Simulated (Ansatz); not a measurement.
Predict the output of the script below (Ansatz 0.2.0, Python API).

Contents of `tio2.xyz`:
```text
3
Lattice="1.4973312 0.86448457 6.98154439 -1.4973312 0.86448457 6.98154439 0.0 -1.72896914 6.98154439" Properties=species:S:1:pos:R:3 pbc="T T T"
Ti    0.00000000    0.00000000    0.00000000
O    -0.00000000   -0.00000000   12.99545372
O     0.00000000   -0.00000000    7.94917947
```

`wannier.py`
```python
'''Localising the top valence bands of TiO2.'''

from pathlib import Path

import ansatz as az
import tomllib


def main() -> None:
    system = az.Crystal.from_extxyz('tio2.xyz')

    job = (
        system.calculation()
        .kpoints(8, 8, 8)
        .functional(az.Functional.R2SCAN)
        .occupations('fixed')
        .wannier(mesh=(6, 6, 6), projections=[az.TrialShell('O', 'p')], minimise=True)
    )
    outcome = job.run(threads=1, runs_dir='w90')
    spreads = tomllib.loads(Path(outcome.output_folder, 'results', 'wannier.spreads.toml').read_text())
    print('converged:', spreads['converged'], 'in', spreads['n_iter'], 'steps; least projectability', round(spreads['least_projectability'], 3))
    print('invariant, diagonal, off-diagonal spread (A^2):', *(round(spreads[k], 4) for k in ('omega_i_ang2', 'omega_d_ang2', 'omega_od_ang2')))
    for function in spreads['wannier']:
        print('centre', [round(v, 3) for v in function['r']], 'spread', round(function['spread'], 4))


if __name__ == '__main__':
    main()
```

```console
$ python wannier.py
DeckWarning: basis.ecutwfc = 500 eV, auto-derived from the records' recommended cutoffs: set by Ti (their level for a meta-GGA)
converged: True in 27 steps; least projectability 0.764
invariant, diagonal, off-diagonal spread (A^2): 6.6224 0.0126 0.1566
centre [-0.03, -0.031, 7.803] spread 1.1298
centre [-0.03, 0.031, 13.142] spread 1.1298
centre [0.031, -0.031, 13.142] spread 1.1298
centre [0.031, 0.031, 7.803] spread 1.1298
centre [-0.0, 0.0, 7.849] spread 1.1362
centre [-0.0, -0.0, 13.095] spread 1.1362
```
(Warnings from the package without file and line.)

The run is spin-unpolarised. The structure comes from a database of computed cells and needn't be a stable or known phase. Finished in 12 s on 1 thread of Arm Neoverse V2, with other jobs on the host, peak memory 0.49 GiB.
